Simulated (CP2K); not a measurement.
# BiTe (Fm-3m) in CP2K: reference runs

Aim: a first look at BiTe with PBEsol, on the cell as given and on a disturbed one.

Program: CP2K 2026.2. These are calculated values, not measurements. Logs are shortened: lines on timing, memory, paths and dates and some standing lists are left out, and cuts for length are marked.

### 1 The crystal as given

The structure is cubic, space group Fm-3m (No. 225). Conventional cell: a = 6.470 Å, b = 6.470 Å, c = 6.470 Å, α = 90.00°, β = 90.00°, γ = 90.00°. Bi (site symmetry m-3m) has 6 Te at 3.24 Å as nearest neighbours. Te (site symmetry m-3m) has 6 Bi at 3.24 Å as nearest neighbours.

### 2 Single point, PBEsol

bite_scf.inp

```
&GLOBAL
  PROJECT bite_scf
  RUN_TYPE ENERGY_FORCE
  PRINT_LEVEL LOW
&END GLOBAL
&FORCE_EVAL
  METHOD QS
  STRESS_TENSOR ANALYTICAL
  &DFT
    BASIS_SET_FILE_NAME BASIS_MOLOPT_UZH
    POTENTIAL_FILE_NAME POTENTIAL_UZH
    &MGRID
      CUTOFF 450
      REL_CUTOFF 60
      NGRIDS 4
    &END MGRID
    &QS
      METHOD GPW
      EPS_DEFAULT 1.0E-10
    &END QS
    &KPOINTS
      SCHEME MONKHORST-PACK 7 7 7
      GAMMA_CENTERED T
      SYMMETRY T
      SYMMETRY_BACKEND SPGLIB
    &END KPOINTS
    &SCF
      SCF_GUESS ATOMIC
      EPS_SCF 1.0E-6
      MAX_SCF 100
      ADDED_MOS 10
      CHOLESKY OFF
      EPS_EIGVAL 1.0E-7
      &DIAGONALIZATION ON
        ALGORITHM STANDARD
      &END DIAGONALIZATION
      &MIXING ON
        METHOD BROYDEN_MIXING
        ALPHA 0.4
        BETA 1.5
        NBUFFER 8
      &END MIXING
      &SMEAR ON
        METHOD FERMI_DIRAC
        ELECTRONIC_TEMPERATURE [K] 580.226
      &END SMEAR
    &END SCF
    &XC
      &XC_FUNCTIONAL
        &GGA_X_PBE_SOL
        &END GGA_X_PBE_SOL
        &GGA_C_PBE_SOL
        &END GGA_C_PBE_SOL
      &END XC_FUNCTIONAL
    &END XC
    &PRINT
      &KPOINTS ON
      &END KPOINTS
      &MULLIKEN ON
      &END MULLIKEN
      &MO ON
        ENERGIES T
        OCCUPATION_NUMBERS T
        &EACH
          QS_SCF 0
        &END EACH
        ADD_LAST NUMERIC
      &END MO
      &LOWDIN ON
      &END LOWDIN
      &HIRSHFELD ON
        SHAPE_FUNCTION DENSITY
      &END HIRSHFELD
      &E_DENSITY_CUBE ON
        STRIDE 1
      &END E_DENSITY_CUBE
      &V_HARTREE_CUBE ON
        STRIDE 1
      &END V_HARTREE_CUBE
      &ELF_CUBE ON
        STRIDE 1
      &END ELF_CUBE
    &END PRINT
  &END DFT
  &SUBSYS
    &CELL
      ABC 4.5749808743 4.5749808743 4.5749808743
      ALPHA_BETA_GAMMA 60.0000000001 60.0000000008 60.0000000007
      PERIODIC XYZ
    &END CELL
    &COORD
      Bi  0.0000000000 0.0000000000 0.0000000000
      Te  4.5749808743 2.6413664394 1.8677281209
    &END COORD
    &KIND Bi
      BASIS_SET TZVP-MOLOPT-PBE-GTH-q5
      POTENTIAL GTH-PBE-q5
    &END KIND
    &KIND Te
      BASIS_SET TZVP-MOLOPT-PBE-GTH-q6
      POTENTIAL GTH-PBE-q6
    &END KIND
    &PRINT
      &ATOMIC_COORDINATES ON
      &END ATOMIC_COORDINATES
      &CELL ON
      &END CELL
    &END PRINT
  &END SUBSYS
  &PRINT
    &FORCES ON
    &END FORCES
    &STRESS_TENSOR ON
    &END STRESS_TENSOR
  &END PRINT
&END FORCE_EVAL
```

Potentials or basis: POTENTIAL_UZH Bi GTH-PBE-q5, Te GTH-PBE-q6; TZVP-MOLOPT-PBE-GTH basis.

Launch:

```sh
$ OMP_NUM_THREADS=1 cp2k.psmp -i bite_scf.inp -o bite_scf.out
```

bite_scf.out:

```text

 CP2K| version string:                                       CP2K version 2026.2
 CP2K| Input file name                                              bite_scf.inp

 GLOBAL| Force Environment number                                              1
 GLOBAL| Basis set file name                                    BASIS_MOLOPT_UZH
 GLOBAL| Potential file name                                       POTENTIAL_UZH
 GLOBAL| MM Potential file name                                     MM_POTENTIAL
 GLOBAL| Coordinate file name                                      __STD_INPUT__
 GLOBAL| Method name                                                        CP2K
 GLOBAL| Project name                                                   bite_scf
 GLOBAL| Run type                                                   ENERGY_FORCE
 GLOBAL| FFT library                                                       FFTW3
[... 8 lines left out ...]
 GLOBAL| CPU model name                                                  UNKNOWN

 CELL| Volume [angstrom^3]:                                            67.710006
 CELL| Vector a [angstrom]:       4.575     0.000     0.000   |a| =     4.574981
 CELL| Vector b [angstrom]:       2.287     3.962     0.000   |b| =     4.574981
 CELL| Vector c [angstrom]:       2.287     1.321     3.735   |c| =     4.574981
 CELL| Angle (b,c), alpha [degree]:                                    60.000000
 CELL| Angle (a,c), beta  [degree]:                                    60.000000
 CELL| Angle (a,b), gamma [degree]:                                    60.000000
 CELL| Numerically orthorhombic:                                              NO
 CELL| Periodicity                                                           XYZ

 CELL_REF| Volume [angstrom^3]:                                        67.710006
 CELL_REF| Vector a [angstrom     4.575     0.000     0.000   |a| =     4.574981
 CELL_REF| Vector b [angstrom     2.287     3.962     0.000   |b| =     4.574981
 CELL_REF| Vector c [angstrom     2.287     1.321     3.735   |c| =     4.574981
 CELL_REF| Angle (b,c), alpha [degree]:                                60.000000
 CELL_REF| Angle (a,c), beta  [degree]:                                60.000000
 CELL_REF| Angle (a,b), gamma [degree]:                                60.000000
 CELL_REF| Numerically orthorhombic:                                          NO
 CELL_REF| Periodicity                                                       XYZ
[... 9 lines left out ...]
 TOTAL NUMBERS AND MAXIMUM NUMBERS

  Total number of            - Atomic kinds:                                   2
                             - Atoms:                                          2
                             - Shell sets:                                     2
                             - Shells:                                        14
                             - Primitive Cartesian functions:                  9
                             - Cartesian basis functions:                     36
                             - Spherical basis functions:                     34

  Maximum angular momentum of- Orbital basis functions:                        2
                             - Local part of the GTH pseudopotential:          0
                             - Non-local part of the GTH pseudopotential:      4

 MODULE QUICKSTEP: ATOMIC COORDINATES IN ANGSTROM

   Atom Kind Element         X             Y             Z       Z(eff)     Mass
      1    1 Bi   83      0.000000      0.000000      0.000000   5.0000 208.9804
      2    2 Te   52      4.574981      2.641366      1.867728   6.0000 127.6000

 SCF PARAMETERS         Density guess:                                    ATOMIC
                        --------------------------------------------------------
                        max_scf:                                             100
[... 7 lines left out ...]
                        --------------------------------------------------------
                        level_shift [a.u.]:                             0.000000
                        added MOs                                        10    0
                        --------------------------------------------------------
                        Mixing method:                            BROYDEN_MIXING
                                                charge density mixing in g-space
                        --------------------------------------------------------
                        Smear method:                                FERMI_DIRAC
                        Electronic temperature [K]:                        580.2
                        Electronic temperature [a.u.]:                  1.84E-03
                        Accuracy threshold:                             1.00E-10
                        --------------------------------------------------------
                        No outer SCF

 *******************************************************************************
                                    Kpoints
 *******************************************************************************
[... 29 lines left out ...]
 BRILLOUIN|    20           0.00292        0.00000        0.00000        0.00000
 *******************************************************************************

 Extrapolation method: initial_guess

 Number of electrons:                                                         11
 Number of occupied orbitals:                                                  6
 Number of molecular orbitals:                                                16

 Number of orbital functions:                                                 34
 Number of independent orbital functions:                                     34

 SCF WAVEFUNCTION OPTIMIZATION

  Step     Update method      Time    Convergence         Total energy    Change
  ------------------------------------------------------------------------------
     1 NoMix/Diag. 0.40E+00    1.0     0.63804024       -13.7016015089 -1.37E+01
     2 Broy./Diag. 0.40E+00    1.1     0.01255564       -13.7526826102 -5.11E-02
     3 Broy./Diag. 0.40E+00    1.1     0.03869279       -13.6733784991  7.93E-02
     4 Broy./Diag. 0.40E+00    1.1     0.00423966       -13.6567111771  1.67E-02
     5 Broy./Diag. 0.40E+00    1.1     0.00253796       -13.6360785543  2.06E-02
     6 Broy./Diag. 0.40E+00    1.1     0.00091402       -13.6303555776  5.72E-03
     7 Broy./Diag. 0.40E+00    1.2     0.00013573       -13.6291598328  1.20E-03
     8 Broy./Diag. 0.40E+00    1.2     0.00011779       -13.6296188345 -4.59E-04
     9 Broy./Diag. 0.40E+00    1.1     0.00001423       -13.6296328659 -1.40E-05
    10 Broy./Diag. 0.40E+00    1.2     0.00001001       -13.6296644274 -3.16E-05
    11 Broy./Diag. 0.40E+00    1.1     0.00000173       -13.6296609434  3.48E-06
    12 Broy./Diag. 0.40E+00    1.2     0.00000104       -13.6296581189  2.82E-06
    13 Broy./Diag. 0.40E+00    1.1     0.00000008       -13.6296575797  5.39E-07

  *** SCF run converged in    13 steps ***

  Electronic density on regular grids:        -11.0000000000       -0.0000000000
  Core density on regular grids:               10.9999999963       -0.0000000037
  Total charge density on r-space grids:       -0.0000000037
  Total charge density g-space grids:          -0.0000000037

  Overlap energy of the core charge distribution:               0.00000000001263
  Self energy of the core charge distribution:                -29.08486315376047
  Core Hamiltonian energy:                                      5.74462428882624
  Hartree energy:                                              12.81732533651031
  Exchange-correlation energy:                                 -3.10596414388838
  Electronic entropic energy:                                  -0.00077990730067
  Fermi energy:                                                 0.18512218306104

  Total energy:                                               -13.62965757966439
  Total energy (extrapolated to T->0):                        -13.62926762601406

 MO| EIGENVALUES AND OCCUPATION NUMBERS FOR K POINT 1
 MO|
 MO|  Index      Eigenvalue [a.u.]        Eigenvalue [eV]             Occupation
 MO|      1              -0.256765              -6.986924               2.000000
 MO|      2              -0.212215              -5.774652               2.000000
 MO|      3               0.107315               2.920194               2.000000
 MO|      4               0.107315               2.920199               2.000000
 MO|      5               0.122363               3.329673               2.000000
 MO|      6               0.157487               4.285447               1.999999
[... 284 lines left out ...]
 MO|      5               0.108842               2.961744               2.000000
 MO|      6               0.191494               5.210808               0.060500
[... 8 lines left out ...]
 MO|     15               0.747044              20.328090               0.000000
 MO|     16               0.771171              20.984636               0.000000
 MO| Sum:                                                              10.065327
 MO| E(Fermi):            0.185122 a.u.          5.037431 eV

 [... the levels of further k-points ...]

 The electron density is written in Cube    file format to the file:

 bite_scf-ELECTRON_DENSITY-1_0.cube

 !-----------------------------------------------------------------------------!
                     Mulliken Population Analysis

 #  Atom  Element  Kind  Atomic population                           Net charge
       1     Bi       1          4.726122                              0.273878
       2     Te       2          6.273878                             -0.273878
 # Total charge                             11.000000                  0.000000

 !-----------------------------------------------------------------------------!

 !-----------------------------------------------------------------------------!
                           Hirshfeld Charges

  #Atom  Element  Kind  Ref Charge     Population                    Net charge
      1       Bi     1       5.000          4.922                         0.078
      2       Te     2       6.000          6.078                        -0.078

  Total Charge                                                           -0.000
 !-----------------------------------------------------------------------------!

 LOWDIN POPULATION ANALYSIS

 #  Atom  Element  Kind  Atomic population                           Net charge
       1     Bi       1          5.380023                             -0.380023
       2     Te       2          5.619977                              0.380023
 # Total charge                             11.000000                  0.000000

               ----- ELF is computed on the real space grid -----

 ELF is written in Cube    file format to the file:

 bite_scf-ELF_S1-1_0.cube

 ENERGY| Total FORCE_EVAL ( QS ) energy [hartree]            -13.629657117729632

 FORCES| Atomic forces [hartree/bohr]
 FORCES|   Atom     x               y               z               |f|
 FORCES|      1 -2.41725657E-12 -2.08992429E-12 -1.82442096E-12   3.67959572E-12
 FORCES|      2  3.46968764E-12  2.69048895E-12  1.57064839E-12   4.66308905E-12
 FORCES| Sum     1.05243108E-12  6.00564664E-13 -2.53772574E-13
 FORCES| Total atomic force                                       1.23801842E-12

 STRESS| Analytical stress tensor [bar]
 STRESS|                        x                   y                   z
 STRESS|      x        2.92998869394E+03  -5.33784900312E-02   7.43347503553E-02
 STRESS|      y       -5.33784900312E-02   2.92979637288E+03  -4.21183514407E-02
 STRESS|      z        7.43347503553E-02  -4.21183514407E-02   2.92988338284E+03
 STRESS| 1/3 Trace                                             2.92988948322E+03
 STRESS| Determinant                                           2.51509107240E+10

 STRESS| Eigenvectors and eigenvalues of the analytical stress tensor [bar]
 STRESS|                        1                   2                   3
 STRESS| Eigenvalues   2.92977619356E+03   2.92984714461E+03   2.93004511150E+03
 STRESS|      x           0.142795409989     -0.507233994607      0.849895961634
 STRESS|      y           0.950893295577     -0.167941670474     -0.259995261007
 STRESS|      z           0.274611382345      0.845286501746      0.458344105071
```

Run time: 20 s. Hardware: 1 thread of Arm Neoverse V2, shared host; peak memory 0.31 GiB.

What came out:

```
Free energy            : -370.8818 eV
Pressure               : 0.3 GPa
Band gap on the k mesh : none (metal or under the smearing width)
Mulliken charges       : Bi +0.27; Te -0.27 e
Hirshfeld charges      : Bi +0.08; Te -0.08 e
```

Caveat: Mulliken charges move with the basis; the potentials were made for another functional, which shifts forces and pressure; spin-orbit coupling is left out, which moves the levels of the heavy elements; the basis of atomic orbitals isn't converged, which shifts pressures, moduli and gaps.

### 3 Single point, PBEsol (atoms moved at random, drawn with an rms of 0.05 Å)

bite_scf.inp: that of step 2 with these lines changed.

```diff
@@ -14,3 +14,3 @@
       REL_CUTOFF 60
-      NGRIDS 4
+      NGRIDS 5
     &END MGRID
@@ -73,11 +73,2 @@
       &END HIRSHFELD
-      &E_DENSITY_CUBE ON
-        STRIDE 1
-      &END E_DENSITY_CUBE
-      &V_HARTREE_CUBE ON
-        STRIDE 1
-      &END V_HARTREE_CUBE
-      &ELF_CUBE ON
-        STRIDE 1
-      &END ELF_CUBE
     &END PRINT
@@ -91,4 +82,5 @@
     &COORD
-      Bi  0.0000000000 0.0000000000 0.0000000000
-      Te  4.5749808743 2.6413664394 1.8677281209
+      SCALED
+      Bi  -0.0170560000 -0.0088040000 0.0238150000
+      Te  0.4961140000 0.4922550000 0.5021870000
     &END COORD
@@ -107,2 +99,4 @@
       &END CELL
+      &SYMMETRY ON
+      &END SYMMETRY
     &END PRINT
```

Potentials or basis: POTENTIAL_UZH Bi GTH-PBE-q5, Te GTH-PBE-q6; TZVP-MOLOPT-PBE-GTH basis.

Launch:

```sh
$ OMP_NUM_THREADS=1 cp2k.psmp -i bite_scf.inp -o bite_scf.out
```

Run time: 21 s. Hardware: 1 thread of Arm Neoverse V2, shared host; peak memory 0.32 GiB.

It converged, with:

- Free energy: -370.8698 eV
- Pressure: 0.4 GPa
- Largest force: 0.280 eV/Å
- Band gap on the k mesh: none (metal or under the smearing width)
- Mulliken charges: Bi +0.27; Te -0.27 e
- Hirshfeld charges: Bi +0.08; Te -0.08 e

Forces in eV/Å, atoms in the order of the input:
```
Bi   0.043 -0.082 -0.265
Te  -0.043  0.082  0.265
```

Stress tensor (GPa, compression positive):
```
0.44 0.03 0.00
0.03 0.55 0.02
0.00 0.02 0.29
```

Levels at points of the mesh, in eV from the Fermi level:
```tsv
k point	band 3	band 4	band 5	band 6	band 7	band 8
(0.00, 0.00, 0.00)	-2.60	-2.58	-2.57	2.23	2.25	2.27
```

Caveat: Mulliken charges move with the basis; the potentials were made for another functional, which shifts forces and pressure; spin-orbit coupling is left out, which moves the levels of the heavy elements; the basis of atomic orbitals isn't converged, which shifts pressures, moduli and gaps.
